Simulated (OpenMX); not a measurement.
BiS:

```
Bi S
1.0
     4.00294    0.00000    0.00000
     0.00000    4.00294    0.00000
     0.00000    0.00000    4.00294
Bi S
1 1
Direct
  0.50000 0.50000 0.50000
  0.00000 0.00000 0.00000
```

The cell was built by a generator and needn't be a form met in nature.

The cell isn't the ideal one: as made, not relaxed: species swapped into the ZrIr type (Pm-3m, No. 221).

* Program: OpenMX 3.8.5
* Task: relaxation of cell and atoms
* Functional: PBE
* Potentials or basis: OpenMX 2013 PBE set, Bi8.0-s3p2d2f1, S7.0-s2p2d1f1, grid cutoff 500 Ry
* k mesh: 5 × 5 × 5
* Occupations: fermi-dirac, width 0.05 eV
* Spin: no spin polarisation

At the start: pressure -10.2 GPa; volume 32.07 Å³/atom.

Task: How do energy, volume and symmetry change on relaxing?

Result: Over 13 steps the energy falls by 398.9 meV/atom and the volume is 23.25 Å³/atom (-27.5 %); space group Pm-3m (No. 221, to 0.05 Å).

Step by step:
```csv
step,energy change (eV),largest force (eV/Å),pressure (GPa),volume (Å³)
1,0.0000,0.0000,-10.23,64.14
2,-0.0413,0.0000,-10.17,63.51
3,-0.0816,0.0000,-10.09,62.88
4,-0.1207,0.0000,-10.00,62.27
5,-0.1586,0.0000,-9.91,61.67
6,-0.2987,0.0000,-9.40,59.41
7,-0.5571,0.0000,-7.66,54.70
8,-0.7358,0.0000,-4.57,50.25
9,-0.7969,0.0000,0.69,46.05
10,-0.7719,0.0000,3.93,44.24
11,-0.7813,0.0000,-2.52,48.33
12,-0.7925,0.0000,-1.46,47.49
13,-0.7977,0.0000,-0.01,46.50
```

Final structure:
```
Bi S
1.0
     3.59586    0.00000    0.00000
     0.00000    3.59586    0.00000
     0.00000    0.00000    3.59586
Bi S
1 1
Cartesian
  1.6999 1.6999 1.6999
  -0.0980 -0.0980 -0.0980
```

Caveat: the basis has few d functions beyond the semicore shells, which can make volumes several per cent too large; the volume moved by over 15 % at a fixed basis, so the end points are rough; volumes in these bases differ from converged ones by about 1 %, for some elements by several; the energies along the path lack the entropy term of the smearing; the basis of atomic orbitals isn't converged, which shifts pressures, moduli and gaps.
